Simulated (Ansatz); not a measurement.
# AlCu: geometry and frequencies at several levels, part 2 of 2

Wanted for AlCu: geometry and frequencies at several levels.

Ansatz 0.2.0, Gaussian bases. The steps go on from the part before.

## Step 9: Relaxation, B3LYP-D4/def2-TZVPP

Contents of input.yaml:

```yaml
crystal:
  periodic: [false, false, false]
  atoms:
    - { symbol: Al, position_ang: [0.0, 0.0, -0.00864814] }
    - { symbol: Cu, position_ang: [0.0, 0.0, 2.40122814] }
basis:
  gaussian: { orbitals: def2-TZVPP }
hamiltonian:
  xc: { name: B3LYP }
  dispersion: d4
relax:
  f_tol: 0.002
  max_steps: 150
```

Launch:

```bash
$ ansatz run input.yaml --threads 2 --pin off --max-ram 5120MiB --backend cpu --events-out ev --progress --plain --runs-dir out
```

Output (excerpt; [...] marks lines left out):

```text
Warning: RAYON_NUM_THREADS=2 ignored (pool sized by the plan → 2); use --threads N
[...]
Functional definition: B3LYP
[...]
866 factors; their error is unknown
[...]
mean field -51239.21434446 eV, -1883.0063959719 hartree, gradient 3.3e-5 eV, S^2 0.000000; 0 other end points of the search recorded, 0 dependent functions left out
[...]
reference -51239.21452169 eV, -1883.0064024852 hartree; 21, 21 occupied and 85, 85 virtual orbitals, 866 factors
relax step   1: F+E_penalty+E_count = -51239.28911154 eV  Δ(F+E_penalty+E_count) = +0.000e0 eV  max|allowed force component| = 2.002e-3 eV/Å  Δτ_max = 0.0000 Å  (30 SCF iters, accepted)
[...]
relax step   2: F+E_penalty+E_count = -51239.28911186 eV  Δ(F+E_penalty+E_count) = -3.261e-7 eV  max|allowed force component| = 8.611e-4 eV/Å  Δτ_max = 0.0001 Å  (21 SCF iters, accepted)
866 factors; their error is unknown
[...]
mean field -51239.21434470 eV, -1883.0063959808 hartree, gradient 1.9e-5 eV, S^2 0.000000; 1 other end points of the search recorded, 0 dependent functions left out
[...]
reference -51239.21452193 eV, -1883.0064024940 hartree; 21, 21 occupied and 85, 85 virtual orbitals, 866 factors
Total energy: -51239.28928909 eV, -1883.0091501365 hartree
Atom 0 at     0.000000    -0.000000    -0.008534 Å, force    -0.000000     0.000000     0.000861 eV/Å
Atom 1 at    -0.000000     0.000000     2.401114 Å, force     0.000000    -0.000000    -0.000861 eV/Å
Dipole moment:     0.000000     0.000000    -0.127463 e Å
```

Run time: 10 s. Hardware: 2 threads of Intel Xeon at 2.50GHz (Skylake/Cascade Lake), shared host; peak memory 0.2 GiB.

Step by step:

| step | E - E(step 1) (eV) | largest force component (eV/Å) |
| --- | --- | --- |
| 1 | 0.0000 | 0.0020 |
| 2 | 0.0000 | 0.0009 |

Step 1 is the start.

Before: Bond lengths: Al1–Cu2 2.410 Å.

After: Bond lengths: Al1–Cu2 2.410 Å.

## Step 10: Frequencies, B3LYP-D4/def2-TZVPP

Contents of input.yaml:

```yaml
crystal:
  periodic: [false, false, false]
  atoms:
    - { symbol: Al, position_ang: [0.0, 0.0, -0.00853425] }
    - { symbol: Cu, position_ang: [0.0, 0.0, 2.40111425] }
basis:
  gaussian: { orbitals: def2-TZVPP }
hamiltonian:
  xc: { name: B3LYP }
  dispersion: d4
phonons: {}
```

Launch:

```bash
$ ansatz run input.yaml --threads 2 --pin off --max-ram 5120MiB --backend cpu --events-out ev --progress --plain --runs-dir out
```

Output (excerpt; [...] marks lines left out):

```text
Warning: RAYON_NUM_THREADS=2 ignored (pool sized by the plan → 2); use --threads N
[...]
Functional definition: B3LYP
[...]
866 factors; their error is unknown
[...]
mean field -51239.21434470 eV, -1883.0063959808 hartree, gradient 3.3e-5 eV, S^2 0.000000; 0 other end points of the search recorded, 0 dependent functions left out
[...]
reference -51239.21452193 eV, -1883.0064024940 hartree; 21, 21 occupied and 85, 85 virtual orbitals, 866 factors
[...]
866 factors; their error is unknown
mean field -51239.21434470 eV, -1883.0063959807 hartree, gradient 1.8e-6 eV, S^2 0.000000; 0 other end points of the search recorded, 0 dependent functions left out
[...]
reference -51239.21452193 eV, -1883.0064024939 hartree; 21, 21 occupied and 85, 85 virtual orbitals, 866 factors
[...]
866 factors; their error is unknown
[...]
866 factors; their error is unknown
mean field -51239.21432786 eV, -1883.0063953619 hartree, gradient 1.6e-6 eV, S^2 0.000000; 0 other end points of the search recorded, 0 dependent functions left out
[...]
reference -51239.21450512 eV, -1883.0064018761 hartree; 21, 21 occupied and 85, 85 virtual orbitals, 866 factors
[...]
866 factors; their error is unknown
[...]
mean field -51239.21433013 eV, -1883.0063954453 hartree, gradient 1.9e-6 eV, S^2 0.000000; 0 other end points of the search recorded, 0 dependent functions left out
[...]
reference -51239.21450733 eV, -1883.0064019575 hartree; 21, 21 occupied and 85, 85 virtual orbitals, 866 factors
Total energy: -51239.28928909 eV, -1883.0091501365 hartree
Atom 0 at     0.000000     0.000000    -0.008534 Å, force    -0.000000     0.000000     0.000862 eV/Å
Atom 1 at     0.000000     0.000000     2.401114 Å, force     0.000000     0.000000    -0.000862 eV/Å
Dipole moment:    -0.000000    -0.000000    -0.127464 e Å
Vibrations: 268.56 cm⁻¹, zero-point energy 0.016648 eV
```

It took 29 s on 2 threads of Intel Xeon at 2.50GHz (Skylake/Cascade Lake), shared host; peak memory 0.2 GiB.

Harmonic frequencies (cm⁻¹; negative: imaginary): 269.

## Step 11: Relaxation, B2PLYP/def2-TZVPP

Contents of input.yaml:

```yaml
crystal:
  periodic: [false, false, false]
  atoms:
    - { symbol: Al, position_ang: [0.0, 0.0, -0.00864814] }
    - { symbol: Cu, position_ang: [0.0, 0.0, 2.40122814] }
basis:
  gaussian: { orbitals: def2-TZVPP }
hamiltonian:
  xc: { name: B2PLYP }
correlation:
  frozen_orbitals: { Al: 5, Cu: 9 }
relax:
  f_tol: 0.002
  max_steps: 150
```

Launch:

```bash
$ ansatz run input.yaml --threads 2 --pin off --max-ram 5120MiB --backend cpu --events-out ev --progress --plain --runs-dir out
```

Output (excerpt; [...] marks lines left out):

```text
Warning: RAYON_NUM_THREADS=2 ignored (pool sized by the plan → 2); use --threads N
[...]
Functional definition: B2PLYP
[...]
793 factors; integrals over basis functions are off by at most 3.3e-4 eV
[...]
mean field -51221.12405951 eV, -1882.3415902621 hartree, gradient 1.2e-6 eV, S^2 0.000000; 0 other end points of the search recorded, 0 dependent functions left out
14 core orbitals not correlated: weight in the atoms' cores, before any rotation towards them, 1.000 or more for the frozen orbitals, at most 0.000 for the correlated occupied ones
reference -51221.12417115 eV, -1882.3415943649 hartree; 7, 7 occupied and 85, 85 virtual orbitals, 793 factors
second order -19.51101723 eV of doubles, -0.00000000 eV of singles
[...]
relax step   1: F+E_penalty+E_count = -51226.39203416 eV  Δ(F+E_penalty+E_count) = +0.000e0 eV  max|allowed force component| = 1.422e-1 eV/Å  Δτ_max = 0.0000 Å  (78 SCF iters, accepted)
[...]
relax step   3: F+E_penalty+E_count = -51226.39401025 eV  Δ(F+E_penalty+E_count) = -3.364e-4 eV  max|allowed force component| = 1.026e-3 eV/Å  Δτ_max = 0.0057 Å  (50 SCF iters, accepted)
793 factors; integrals over basis functions are off by at most 3.6e-4 eV
[...]
mean field -51221.11221250 eV, -1882.3411548927 hartree, gradient 1.2e-6 eV, S^2 0.000000; 1 other end points of the search recorded, 0 dependent functions left out
14 core orbitals not correlated: weight in the atoms' cores, before any rotation towards them, 1.000 or more for the frozen orbitals, at most 0.000 for the correlated occupied ones
reference -51221.11232395 eV, -1882.3411589884 hartree; 7, 7 occupied and 85, 85 virtual orbitals, 793 factors
second order -19.56221387 eV of doubles, -0.00000000 eV of singles
[...]
Total energy: -51226.39412170 eV, -1882.5352614754 hartree
Atom 0 at    -0.000000    -0.000000     0.005120 Å, force     0.000000     0.000000    -0.001026 eV/Å
Atom 1 at     0.000000     0.000000     2.387460 Å, force     0.000000     0.000000     0.001026 eV/Å
Dipole moment:    -0.000000     0.000000    -0.087779 e Å
```

Wall time 37 s (2 threads of Intel Xeon at 2.50GHz (Skylake/Cascade Lake), shared host); peak memory 0.23 GiB.

Step by step:

| step | E - E(step 1) (eV) | largest force component (eV/Å) |
| --- | --- | --- |
| 1 | 0.0000 | 0.1422 |
| 2 | -0.0016 | 0.0598 |
| 3 | -0.0020 | 0.0010 |

Step 1 is the start.

Before: Bond lengths: Al1–Cu2 2.410 Å.

After: Bond lengths: Al1–Cu2 2.382 Å.

## Step 12: Frequencies, B2PLYP/def2-TZVPP

Contents of input.yaml:

```yaml
crystal:
  periodic: [false, false, false]
  atoms:
    - { symbol: Al, position_ang: [0.0, 0.0, 0.00511999] }
    - { symbol: Cu, position_ang: [0.0, 0.0, 2.38746001] }
basis:
  gaussian: { orbitals: def2-TZVPP }
hamiltonian:
  xc: { name: B2PLYP }
correlation:
  frozen_orbitals: { Al: 5, Cu: 9 }
phonons: {}
```

Launch:

```bash
$ ansatz run input.yaml --threads 2 --pin off --max-ram 5120MiB --backend cpu --events-out ev --progress --plain --runs-dir out
```

Output (excerpt; [...] marks lines left out):

```text
Warning: RAYON_NUM_THREADS=2 ignored (pool sized by the plan → 2); use --threads N
[...]
Functional definition: B2PLYP
[...]
793 factors; integrals over basis functions are off by at most 3.6e-4 eV
[...]
mean field -51221.11221251 eV, -1882.3411548928 hartree, gradient 8.8e-7 eV, S^2 0.000000; 0 other end points of the search recorded, 0 dependent functions left out
14 core orbitals not correlated: weight in the atoms' cores, before any rotation towards them, 1.000 or more for the frozen orbitals, at most 0.000 for the correlated occupied ones
reference -51221.11232396 eV, -1882.3411589885 hartree; 7, 7 occupied and 85, 85 virtual orbitals, 793 factors
second order -19.56221387 eV of doubles, -0.00000000 eV of singles
[...]
793 factors; integrals over basis functions are off by at most 3.6e-4 eV
[...]
second order -19.55752964 eV of doubles, -0.00000000 eV of singles
[...]
793 factors; integrals over basis functions are off by at most 3.6e-4 eV
mean field -51221.11092612 eV, -1882.3411076190 hartree, gradient 6.1e-6 eV, S^2 0.000000; 0 other end points of the search recorded, 0 dependent functions left out
14 core orbitals not correlated: weight in the atoms' cores, before any rotation towards them, 1.000 or more for the frozen orbitals, at most 0.000 for the correlated occupied ones
reference -51221.11103756 eV, -1882.3411117141 hartree; 7, 7 occupied and 85, 85 virtual orbitals, 793 factors
second order -19.56690511 eV of doubles, -0.00000000 eV of singles
[...]
Total energy: -51226.39412170 eV, -1882.5352614754 hartree
Atom 0 at     0.000000     0.000000     0.005120 Å, force     0.000000    -0.000000    -0.001026 eV/Å
Atom 1 at     0.000000     0.000000     2.387460 Å, force     0.000000     0.000000     0.001026 eV/Å
Dipole moment:    -0.000000     0.000000    -0.087779 e Å
Vibrations: 280.15 cm⁻¹, zero-point energy 0.017367 eV
```

Run time: 1.7 min. Hardware: 2 threads of Intel Xeon at 2.50GHz (Skylake/Cascade Lake), shared host; peak memory 0.23 GiB.

Harmonic frequencies (cm⁻¹; negative: imaginary): 280.

## Step 13: Geometries side by side

| level | Al1–Cu2 (Å) | rotational constants (MHz) | dipole (D) | highest frequency (cm⁻¹) | CPU time |
| --- | --- | --- | --- | --- | --- |
| PBE0-D4/def2-TZVPP | 2.4099 | 4608.1 | 0.09 | 272 | 23 s |
| PBE-D4/def2-TZVPP | 2.3799 | 4724.8 | 0.63 | 286 | 13 s |
| r2SCAN-D4/def2-TZVPP | 2.3579 | 4813.6 | 0.22 | 296 | 28 s |
| B3LYP-D4/def2-TZVPP | 2.4096 | 4608.9 | 0.61 | 269 | 16 s |
| B2PLYP/def2-TZVPP | 2.3823 | 4715.2 | 0.42 | 280 | 66 s |

Constants are for the commonest isotopes at the equilibrium geometry; times are CPU times of the relaxations.

## Step 14: Results

This closing draws on all 2 parts.

```
                        quantity     value
    Al1–Cu2 at B2PLYP/def2-TZVPP   2.382 Å
frequencies at B2PLYP/def2-TZVPP  280 cm⁻¹
```

What this shows: The Al1–Cu2 distance spreads over 0.052 Å, from r2SCAN-D4/def2-TZVPP (shortest) to PBE0-D4/def2-TZVPP. No mode is imaginary, so the geometry is a minimum.
